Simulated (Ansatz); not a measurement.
# BH₆NO₃: basis-set convergence

One table from this session's results is given with a row withheld; the runs are named, their logs left out.

Program: Ansatz 0.2.0, Gaussian basis. Level of theory: one geometry, several basis sets. These are calculated values, not measurements.

The runs, in order: PBE0-D4/def2-SVP; ωB97M-V/def2-SVP; PBE0-D4/def2-QZVPP; ωB97M-V/def2-QZVPP; the functionals' def2-TZVPP values are taken from earlier runs.

### Structure used throughout

An earlier PBE0-D4 in a triple-zeta def2 set relaxation fixed the geometry.

SMILES `[NH3+][B-](O)(O)O`, 11 atoms, charge 0, spin multiplicity 1.

Atoms are counted from 1 here; the program's logs count them from 0.

Bond lengths: N1–B2 1.725 Å, N1–H6 1.014 Å, N1–H7 1.014 Å, N1–H8 1.014 Å, B2–O3 1.428 Å, B2–O4 1.428 Å, B2–O5 1.428 Å, O3–H9 0.958 Å, O4–H10 0.958 Å, O5–H11 0.958 Å. Angles: B2–N1–H6 109.8°, B2–N1–H7 109.8°, B2–N1–H8 109.8°, H6–N1–H7 109.2°, H6–N1–H8 109.2°, H7–N1–H8 109.2°, N1–B2–O3 102.9°, N1–B2–O4 102.9°, N1–B2–O5 102.9°, O3–B2–O4 115.2°, O3–B2–O5 115.2°, O4–B2–O5 115.2°, B2–O3–H9 109.3°, B2–O4–H10 109.3°, B2–O5–H11 109.3°.

Set-up of the first run:

Contents of in.yaml:

```yaml
crystal:
  periodic: [false, false, false]
  atoms:
    - {symbol: N, position_ang: [-1.252035, 0.342140, 0.139124]}
    - {symbol: B, position_ang: [0.401508, -0.114410, -0.041287]}
    - {symbol: O, position_ang: [0.646290, -0.896717, 1.128558]}
    - {symbol: O, position_ang: [1.077352, 1.143354, -0.082951]}
    - {symbol: O, position_ang: [0.399324, -0.843440, -1.269689]}
    - {symbol: H, position_ang: [-1.336513, 1.043661, 0.866190]}
    - {symbol: H, position_ang: [-1.805733, -0.468516, 0.392401]}
    - {symbol: H, position_ang: [-1.599487, 0.723417, -0.733687]}
    - {symbol: H, position_ang: [1.330811, -0.478755, 1.652270]}
    - {symbol: H, position_ang: [1.523103, 1.236267, -0.925689]}
    - {symbol: H, position_ang: [0.680580, -1.744101, -1.104639]}
basis:
  gaussian: {orbitals: def2-SVP}
hamiltonian: {xc: pbe0, dispersion: d4}
output: {orbitals: {seedname: orbitals}}
```

Run with:

```console
> ansatz run in.yaml --threads 4 --pin off --events-out ev --progress --plain --max-ram 10444MiB
```

Steps of the session up to this table: PBE0-D4 in def2-SVP; ωB97M-V in def2-SVP; PBE0-D4 in def2-QZVPP; ωB97M-V in def2-QZVPP.

One of the session's tables, all rows but one given; the rest of the session is left out.

It belongs to the step «Functionals by basis». 

| functional | basis | HOMO (eV) | LUMO (eV) |
| --- | --- | --- | --- |
| PBE0-D4 | def2-SVP | -7.33 | 1.15 |
| PBE0-D4 | def2-TZVPP | -7.75 | 0.39 |
| PBE0-D4 | def2-QZVPP | -7.82 | 0.07 |
| ωB97M-V | def2-SVP | -9.80 | 2.74 |
| ωB97M-V | def2-TZVPP | ? | ? |
| ωB97M-V | def2-QZVPP | -10.30 | 1.26 |

Estimate the missing values for ωB97M-V, def2-TZVPP.

The run gave: HOMO (eV): -10.23; LUMO (eV): 1.77. In the column «HOMO (eV)» it lies between ωB97M-V, def2-QZVPP (-10.30) and ωB97M-V, def2-SVP (-9.80).
